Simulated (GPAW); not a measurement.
# NbRu3C (Pm-3m) in GPAW: settings compared

Aim: see how the results for NbRu3C move with the level of theory and the settings. Levels: PBEsol, LDA. Tasks: band structure, equation of state.

Everything below comes from runs of GPAW 26.7.0. Logs are shortened: lines on timing, memory, paths and dates and some standing lists are left out, and cuts for length are marked. The log counts tension as positive stress, the text compression.

### Step 1. The crystal as given

Symmetry: Pm-3m, No. 221, cubic system. The conventional cell has a = 4.065 Å, b = 4.065 Å, c = 4.065 Å, α = 90.00°, β = 90.00°, γ = 90.00°. Ru (site symmetry 4/mmm) has 2 C at 2.03 Å as nearest neighbours. Around Nb (site symmetry m-3m) lie 12 Ru at 2.87 Å. C (site symmetry m-3m) is surrounded by 6 Ru at 2.03 Å.

The cell comes from a database or a generator and needn't be the stable form of this composition.

### Step 2. Band structure, PBEsol

run.py reads:

```python
from ase import Atoms
from ase.dft.bandgap import bandgap
from ase.io import write
from ase.units import GPa
from gpaw import GPAW, PW, setup_paths

setup_paths.insert(0, '.')

atoms = Atoms(['Ru', 'Ru', 'Ru', 'Nb', 'C'],
              cell=[[4.065138, 0.0, 0.0],
                    [0.0, 4.065138, 0.0],
                    [0.0, 0.0, 4.065138]],
              scaled_positions=[[0.5, 0.5, 0.0],
                                [0.5, 0.0, 0.5],
                                [0.0, 0.5, 0.5],
                                [0.0, 0.0, 0.0],
                                [0.5, 0.5, 0.5]],
              pbc=True)

calc = GPAW(mode=PW(800),
            xc='PBEsol',
            kpts={'size': (5, 5, 5), 'gamma': True},
            occupations={'name': 'fermi-dirac', 'width': 0.05},
            nbands=56,
            convergence={'density': 1e-05, 'energy': 1e-05},
            maxiter=150,
            txt='gpaw.txt')
atoms.calc = calc
energy = atoms.get_potential_energy()
forces = atoms.get_forces()
stress = atoms.get_stress()
calc.write('gs.gpw')
write('result.traj', atoms)
print(f'Energy: {energy:.6f} eV')
print('Forces (eV/A):')
print(forces.round(4))
print('Stress (GPa):', (stress / GPa).round(3))
print('Fermi level:', round(calc.get_fermi_level(), 4), 'eV')
print(f'Gap: {bandgap(calc)[0]:.4f} eV, direct: {bandgap(calc, direct=True)[0]:.4f} eV')

path = atoms.cell.bandpath('GXMGRX,MR', npoints=60, eps=1e-4)
bs_calc = calc.fixed_density(kpts=path, symmetry='off', nbands=77,
                             convergence={'bands': 'CBM+6.0', 'eigenstates': 1e-6}, txt='bands.txt')
bs = bs_calc.band_structure()
bs.write('bs.json')
print(f'Gap on the path: {bandgap(bs_calc)[0]:.4f} eV')
```

Potentials or basis: PAW data sets generated in the run's folder for this functional, pw.

The run is started by

```
$ gpaw-setup -f PBEsol C Nb Ru
$ OMP_NUM_THREADS=1 python run.py
```

gpaw.txt:

```text
__  _  _
 | _ |_)|_||  |
 |__||  | ||/\| - 26.7.0

Input parameters:
  mode=PW(ecut=800.0),
  convergence={'density': 1e-05, 'energy': 1e-05},
  kpts=MonkhorstPack(size=(5, 5, 5), gamma=True),
  maxiter=150,
  nbands=56,
  occupations=Occupations(name='fermi-dirac', width=0.05),
  xc=XC(name='PBEsol')

Diagonalizing LCAO Hamiltonian
Converting LCAO to pw mode
   .---------.
  /|         |
 * |         |
 | |         |
 |Ru   C     |
 | .--Ru-----.
 |/    Ru   /
 Nb--------*

Atoms  # Å, Bohr magnetons
|   | symbol |        x |        y |        z |    initial magnetic moments |
|---|--------|----------|----------|----------|-----------------------------|
| 0 |     Ru | 2.032569 | 2.032569 | 0.000000 | ( 0.0000,  0.0000,  0.0000) |
| 1 |     Ru | 2.032569 | 0.000000 | 2.032569 | ( 0.0000,  0.0000,  0.0000) |
| 2 |     Ru | 0.000000 | 2.032569 | 2.032569 | ( 0.0000,  0.0000,  0.0000) |
| 3 |     Nb | 0.000000 | 0.000000 | 0.000000 | ( 0.0000,  0.0000,  0.0000) |
| 4 |      C | 2.032569 | 2.032569 | 2.032569 | ( 0.0000,  0.0000,  0.0000) |

Unit cell  # Å
| periodic |        x |        y |        z |  lengths |    angles |
|----------|----------|----------|----------|----------|-----------|
|      yes | 4.065138 | 0.000000 | 0.000000 | 4.065138 | 90.000000 |
|      yes | 0.000000 | 4.065138 | 0.000000 | 4.065138 | 90.000000 |
|      yes | 0.000000 | 0.000000 | 4.065138 | 4.065138 | 90.000000 |

Number of symmetries: 48
Symmetry operations  # r_c * U_cc + t_c -> r_c
|    | kind |            matrix            |
|----|------|------------------------------|
|  0 |  E   |  1, 0, 0,  0, 1, 0,  0, 0, 1 |
|  1 |  σ   |  1, 0, 0,  0, 1, 0,  0, 0,-1 |
|  2 |  σ   |  1, 0, 0,  0, 0, 1,  0, 1, 0 |
|  3 |  C4  |  1, 0, 0,  0, 0, 1,  0,-1, 0 |
|  4 |  C4  |  1, 0, 0,  0, 0,-1,  0, 1, 0 |
|  5 |  σ   |  1, 0, 0,  0, 0,-1,  0,-1, 0 |
|  6 |  σ   |  1, 0, 0,  0,-1, 0,  0, 0, 1 |
|  7 |  C2  |  1, 0, 0,  0,-1, 0,  0, 0,-1 |
|  8 |  σ   |  0, 1, 0,  1, 0, 0,  0, 0, 1 |
|  9 |  C2  |  0, 1, 0,  1, 0, 0,  0, 0,-1 |
| 10 |  C3  |  0, 1, 0,  0, 0, 1,  1, 0, 0 |
| 11 |  S6  |  0, 1, 0,  0, 0, 1, -1, 0, 0 |
| 12 |  S6  |  0, 1, 0,  0, 0,-1,  1, 0, 0 |
| 13 |  C3  |  0, 1, 0,  0, 0,-1, -1, 0, 0 |
| 14 |  C4  |  0, 1, 0, -1, 0, 0,  0, 0, 1 |
| 15 |  S4  |  0, 1, 0, -1, 0, 0,  0, 0,-1 |
| 16 |  C3  |  0, 0, 1,  1, 0, 0,  0, 1, 0 |
| 17 |  S6  |  0, 0, 1,  1, 0, 0,  0,-1, 0 |
| 18 |  σ   |  0, 0, 1,  0, 1, 0,  1, 0, 0 |
| 19 |  C4  |  0, 0, 1,  0, 1, 0, -1, 0, 0 |
| 20 |  C2  |  0, 0, 1,  0,-1, 0,  1, 0, 0 |
| 21 |  S4  |  0, 0, 1,  0,-1, 0, -1, 0, 0 |
| 22 |  S6  |  0, 0, 1, -1, 0, 0,  0, 1, 0 |
| 23 |  C3  |  0, 0, 1, -1, 0, 0,  0,-1, 0 |
| 24 |  S6  |  0, 0,-1,  1, 0, 0,  0, 1, 0 |
| 25 |  C3  |  0, 0,-1,  1, 0, 0,  0,-1, 0 |
| 26 |  C4  |  0, 0,-1,  0, 1, 0,  1, 0, 0 |
| 27 |  σ   |  0, 0,-1,  0, 1, 0, -1, 0, 0 |
| 28 |  S4  |  0, 0,-1,  0,-1, 0,  1, 0, 0 |
| 29 |  C2  |  0, 0,-1,  0,-1, 0, -1, 0, 0 |
| 30 |  C3  |  0, 0,-1, -1, 0, 0,  0, 1, 0 |
| 31 |  S6  |  0, 0,-1, -1, 0, 0,  0,-1, 0 |
| 32 |  C4  |  0,-1, 0,  1, 0, 0,  0, 0, 1 |
| 33 |  S4  |  0,-1, 0,  1, 0, 0,  0, 0,-1 |
| 34 |  S6  |  0,-1, 0,  0, 0, 1,  1, 0, 0 |
| 35 |  C3  |  0,-1, 0,  0, 0, 1, -1, 0, 0 |
| 36 |  C3  |  0,-1, 0,  0, 0,-1,  1, 0, 0 |
| 37 |  S6  |  0,-1, 0,  0, 0,-1, -1, 0, 0 |
| 38 |  σ   |  0,-1, 0, -1, 0, 0,  0, 0, 1 |
| 39 |  C2  |  0,-1, 0, -1, 0, 0,  0, 0,-1 |
| 40 |  σ   | -1, 0, 0,  0, 1, 0,  0, 0, 1 |
| 41 |  C2  | -1, 0, 0,  0, 1, 0,  0, 0,-1 |
| 42 |  C2  | -1, 0, 0,  0, 0, 1,  0, 1, 0 |
| 43 |  S4  | -1, 0, 0,  0, 0, 1,  0,-1, 0 |
| 44 |  S4  | -1, 0, 0,  0, 0,-1,  0, 1, 0 |
| 45 |  C2  | -1, 0, 0,  0, 0,-1,  0,-1, 0 |
| 46 |  C2  | -1, 0, 0,  0,-1, 0,  0, 0, 1 |
| 47 |  i   | -1, 0, 0,  0,-1, 0,  0, 0,-1 |

BZ-sampling:
  Number of BZ points: 125
  Number of IBZ points: 10

  Monkhorst-Pack size: [5, 5, 5]
  Monkhorst-Pack shift: [0, 0, 0]

K-points  # in reciprocal-cell coordinates
|   |                                coordinates |     weight |
|---|--------------------------------------------|------------|
| 0 | (  0.00000000,   0.00000000,   0.00000000) | 0.00800000 |
| 1 | (  0.20000000,   0.00000000,   0.00000000) | 0.04800000 |
| 2 | (  0.20000000,   0.20000000,   0.00000000) | 0.09600000 |
| 3 | (  0.20000000,   0.20000000,   0.20000000) | 0.06400000 |
| 4 | (  0.40000000,   0.00000000,   0.00000000) | 0.04800000 |
| 5 | (  0.40000000,   0.20000000,   0.00000000) | 0.19200000 |
| 6 | (  0.40000000,   0.20000000,   0.20000000) | 0.19200000 |
| 7 | (  0.40000000,   0.40000000,   0.00000000) | 0.09600000 |
| 8 | (  0.40000000,   0.40000000,   0.20000000) | 0.19200000 |
| 9 | (  0.40000000,   0.40000000,   0.40000000) | 0.06400000 |

Plane wave coefficients: 3482
Cutoff: 800.0 eV

Spin-components: 1 (collinear spins)
Bands:           56
Projectors:      29
Spin-degeneracy: 2
Datatype:        complex128

Parallelization:
  kpt:    1
  domain: 1
  band:   1

Density:
  Valence electrons: 65.0
  Components: 1
  Grid points: [27 27 27]
  Charge: 0.0  # |e|

Potential:
  Grid points: [27 27 27]

species:
  Ru:
    name:    Ruthenium
    Z:       44.0
    valence: 16
    core:    28
    charge:  0.0  # [|e|]
    compensation charges:
      type: gauss
      rc: 0.39  # [Å]
      lmax: 2
    cutoffs:
      filter: 2.16  # [Å]
      core: 1.30  # [Å]
    projectors
    | kind |    occ | energy [eV] | rcut [Å] |
    |------|--------|-------------|----------|
    |   4s |  2.000 |     -76.260 |    1.281 |
    |   5s |  1.000 |      -4.265 |    1.281 |
    |   4p |  6.000 |     -46.387 |    1.286 |
    |   5p |  0.000 |      -0.866 |    1.286 |
    |   4d |  7.000 |      -5.218 |    1.254 |
    |    d |        |      21.994 |    1.254 |

    Using partial waves for Ru as LCAO basis

  Nb:
    name:    Niobium
    Z:       41.0
    valence: 13
    core:    28
    charge:  0.0  # [|e|]
    compensation charges:
      type: gauss
      rc: 0.40  # [Å]
      lmax: 2
    cutoffs:
      filter: 2.35  # [Å]
      core: 1.51  # [Å]
    projectors
    | kind |    occ | energy [eV] | rcut [Å] |
    |------|--------|-------------|----------|
    |   4s |  2.000 |     -58.318 |    1.323 |
    |   5s |  1.000 |      -4.011 |    1.323 |
    |   4p |  6.000 |     -34.497 |    1.323 |
    |   5p |  0.000 |      -1.086 |    1.323 |
    |   4d |  4.000 |      -3.056 |    1.244 |
    |    d |        |      24.155 |    1.244 |

    Using partial waves for Nb as LCAO basis

  C:
    name:    Carbon
    Z:       6.0
    valence: 4
    core:    2
    charge:  0.0  # [|e|]
    compensation charges:
      type: gauss
      rc: 0.20  # [Å]
      lmax: 2
    cutoffs:
      filter: 1.14  # [Å]
      core: 1.14  # [Å]
    projectors
    | kind |    occ | energy [eV] | rcut [Å] |
    |------|--------|-------------|----------|
    |   2s |  2.000 |     -13.648 |    0.635 |
    |   2p |  2.000 |      -5.232 |    0.635 |
    |    s |        |      13.563 |    0.635 |
    |    p |        |      21.979 |    0.635 |
    |    d |        |       0.000 |    0.635 |

    Using partial waves for C as LCAO basis

Reference energy: -474417.690201  # eV

eigensolver:
  PPCG
  Converge bands: occupied
  niter=2

density mixing:
  MSR1-Mixer
  Pratt-step length: 0.05
  Maximum mixing coefficient: 0.75
  Old densities: 10
  SVD Regularization: 0.005
  Good broyden scale: 1.0
  Trust region scale: 1.0
  Backstep threshold: 4.0
  History deletion threshold: 6.0
  Fourier metric: weight=20.0, sigma=0.015

occupation numbers:
  Fermi-Dirac:
    width: 0.0500  # eV

poisson solver:
  ecut: 6400.0  # eV

xc functional:
  name: PBEsol with 2 nearest neighbor stencil

convergence criteria:
[... 6 lines left out ...]
|iter     | |      energy | eigst |  dens |
|---------|-|-------------|-------|-------|
|iter:   1| |  -57.229068 | +0.36 |       |
|iter:   2| |  -55.890878 | -1.74 | -1.00 |
|iter:   3| |  -52.409722 | -1.04 | -1.04 |
|iter:   4| |  -54.540735 | -1.66 | -1.49 |
|iter:   5| |  -52.152294 | -2.01 | -1.21 |
|iter:   6| |  -52.135853 | -2.85 | -1.85 |
|iter:   7| |  -52.091699 | -3.70 | -1.83 |
|iter:   8| |  -52.089814 | -4.29 | -2.46 |
|iter:   9| |  -52.089986 | -5.78 | -3.17 |
|iter:  10| |  -52.090008c| -7.05 | -4.04 |
|iter:  11| |  -52.090003c| -7.63c| -4.53 |
|iter:  12| |  -52.090004c| -8.37c| -5.32c|

Converged in 12 steps
Energy contributions relative to reference atoms: (reference = -474417.690201)

Energy contributions:
  Kinetic:         -14.591785
  Coulomb:          -3.325000
  Zero:             -0.776669
  External:          0.000000
  Xc:              -33.380957
  Entropy:          -0.031187
  Spinorbit:         0.000000
  ----------------------------
  Free energy:     -52.105597
  Extrapolated:    -52.090004

dipole moment: (-29.164210, -29.164210, -29.164210)  # |e|*Ang

Fermi level: 12.560
Eigenvalues  # (at kpt = [0.000, 0.000, 0.000])
| band index |      eig [eV] | occ [0-2] |
|------------|---------------|-----------|
|          0 |       -60.575 |     2.000 |
|        ... |               |           |
|         23 |         9.344 |     2.000 |
|         24 |         9.344 |     2.000 |
|         25 |         9.344 |     2.000 |
|         26 |        10.041 |     2.000 |
|         27 |        10.041 |     2.000 |
|         28 |        10.041 |     2.000 |
[... 8 lines left out ...]
|         37 |        15.496 |     0.000 |
|         38 |        15.496 |     0.000 |
|        ... |               |           |
|         55 |        34.898 |     0.000 |

No gap
No difference between direct/indirect transitions

Forces  # eV/Ang
|       x |        y |       z |
|---------|----------|---------|
| 0.00000 |  0.00000 | 0.00000 |  # Ru   0
| 0.00000 | -0.00000 | 0.00000 |  # Ru   1
| 0.00000 |  0.00000 | 0.00000 |  # Ru   2
| 0.00000 | -0.00000 | 0.00000 |  # Nb   3
| 0.00000 |  0.00000 | 0.00000 |  # C    4

Stress tensor  # eV/Ang^3
|        x |        y |        z |
|----------|----------|----------|
| 0.073812 | 0.000000 | 0.000000 |
| 0.000000 | 0.073812 | 0.000000 |
| 0.000000 | 0.000000 | 0.073812 |

# Writing to gs.gpw (mode='')
```

Wall time 2.7 min (1 thread of Arm Neoverse V2, shared host); peak memory 0.6 GiB.

What came out:

```yaml
Free_energy: -52.1056 eV
Pressure: -11.8 GPa
Band_gap_along_the_path: none (metal or under the smearing width)
```

Levels at the corners of the path, in eV from the Fermi level:
```
point  band 28  band 29  band 30  band 31  band 32  band 33  band 34  band 35  band 36  band 37
    Γ    -2.52    -2.52    -1.33    -1.33     0.65     0.66     0.66     0.66     1.84     1.84
    X    -1.92    -1.43    -1.36    -1.36    -0.71    -0.28    -0.28     0.54     0.66     0.93
    M    -2.77    -2.77    -2.36    -1.57    -1.24    -0.86     0.37     0.37     0.44     1.68
    Γ    -2.52    -2.52    -1.33    -1.33     0.65     0.66     0.66     0.66     1.84     1.84
    R    -2.02    -2.02     0.20     0.20     0.20     0.44     0.44     0.44     1.17     1.17
    X    -1.92    -1.43    -1.36    -1.36    -0.71    -0.28    -0.28     0.54     0.66     0.93
    M    -2.77    -2.77    -2.36    -1.57    -1.24    -0.86     0.37     0.37     0.44     1.68
    R    -2.02    -2.02     0.20     0.20     0.20     0.44     0.44     0.44     1.17     1.17
```

### Step 3. Band structure, LDA

Changes to run.py since step 2:

```diff
@@ -4,5 +4,3 @@
 from ase.units import GPa
-from gpaw import GPAW, PW, setup_paths
-
-setup_paths.insert(0, '.')
+from gpaw import GPAW, PW
 
@@ -20,3 +18,3 @@
 calc = GPAW(mode=PW(800),
-            xc='PBEsol',
+            xc='LDA',
             kpts={'size': (5, 5, 5), 'gamma': True},
```

Potentials or basis: the program's PAW data sets (release 1.2.1) made for this functional, pw.

The run is started by

```
$ OMP_NUM_THREADS=1 python run.py
```

Wall time 2.6 min (1 thread of Arm Neoverse V2, shared host); peak memory 0.6 GiB.

It converged, with:

| Quantity | Value |
| --- | --- |
| Free energy | -54.6148 eV |
| Pressure | -17.6 GPa |
| Band gap along the path | none (metal or under the smearing width) |

Levels at the corners of the path, in eV from the Fermi level:
```tsv
point	band 29	band 30	band 31	band 32	band 33	band 34	band 35	band 36
Γ	-2.52	-1.33	-1.33	0.65	0.66	0.66	0.66	1.84
X	-1.42	-1.36	-1.36	-0.71	-0.29	-0.29	0.54	0.67
M	-2.76	-2.34	-1.57	-1.24	-0.86	0.37	0.37	0.44
Γ	-2.52	-1.33	-1.33	0.65	0.66	0.66	0.66	1.84
R	-2.02	0.26	0.26	0.26	0.44	0.44	0.44	1.17
X	-1.42	-1.36	-1.36	-0.71	-0.29	-0.29	0.54	0.67
M	-2.76	-2.34	-1.57	-1.24	-0.86	0.37	0.37	0.44
R	-2.02	0.26	0.26	0.26	0.44	0.44	0.44	1.17
```

### Step 4. Equation of state, LDA

run.py reads:

```python
from ase import Atoms
from ase.eos import EquationOfState
from ase.io import Trajectory
from ase.units import GPa
from gpaw import GPAW, PW

atoms = Atoms(['Ru', 'Ru', 'Ru', 'Nb', 'C'],
              cell=[[4.065138, 0.0, 0.0],
                    [0.0, 4.065138, 0.0],
                    [0.0, 0.0, 4.065138]],
              scaled_positions=[[0.5, 0.5, 0.0],
                                [0.5, 0.0, 0.5],
                                [0.0, 0.5, 0.5],
                                [0.0, 0.0, 0.0],
                                [0.5, 0.5, 0.5]],
              pbc=True)

traj = Trajectory('eos.traj', 'w')
volumes, energies = [], []
for x in [0.94, 0.96, 0.98, 1.0, 1.02, 1.04, 1.06]:
    a = atoms.copy()
    a.set_cell(atoms.cell * x**(1 / 3), scale_atoms=True)
    calc = GPAW(mode=PW(800),
                xc='LDA',
                kpts={'size': (5, 5, 5), 'gamma': True},
                occupations={'name': 'fermi-dirac', 'width': 0.05},
                nbands=56,
                convergence={'density': 1e-05, 'energy': 1e-05},
                maxiter=150,
                txt=f'eos-{x:.2f}.txt')
    a.calc = calc
    energies.append(a.get_potential_energy(force_consistent=True))
    volumes.append(a.get_volume())
    p = -a.get_stress()[:3].mean() / GPa
    calc.write(f'eos-{x:.2f}.gpw')
    traj.write(a)
    print(f'{x:.2f} {volumes[-1]:10.4f} A^3 {energies[-1]:14.6f} eV {p:9.3f} GPa', flush=True)

v0, e0, B = EquationOfState(volumes, energies, eos='birchmurnaghan').fit()
print(f'V0 = {v0:.4f} A^3, E0 = {e0:.6f} eV, B0 = {B / GPa:.2f} GPa')
```

The run is started by

```
$ OMP_NUM_THREADS=1 python run.py
```

It took 4.6 min on 1 thread of Arm Neoverse V2, shared host; peak memory 0.46 GiB.

It converged, with:

```
Equilibrium volume : 12.62 Å³/atom (rough: see the caveat)
Bulk modulus       : 323 GPa (rough)
```

Energy against volume, from the lowest point:
| volume (Å³/atom) | energy (meV/atom) |
| --- | --- |
| 12.629 | 0.00 |
| 12.898 | 5.89 |
| 13.167 | 22.00 |
| 13.436 | 47.16 |
| 13.704 | 80.38 |
| 13.973 | 120.76 |
| 14.242 | 167.49 |

Caveat: the minimum lies outside the volumes run.

### Step 5. The runs side by side

```tsv
task	level	potentials or basis	band path	band points	pressure (GPa)
band structure	PBEsol	PAW data sets generated in the run's folder for this functional, pw	GXMGRX,MR	60	-11.8
band structure	LDA	the program's PAW data sets (release 1.2.1) made for this functional, pw	GXMGRX,MR	60	-17.6
equation of state	LDA	the program's PAW data sets (release 1.2.1) made for this functional, pw	-	-	-
```

Alike in all rows: no spin polarisation; cell as given; k mesh 5 × 5 × 5; cutoff (eV) 800; smearing fermi-dirac 0.05 eV.

Caveats: the minimum lies outside the volumes run (some runs).

Absolute energies hang on the potentials; compare differences alone.
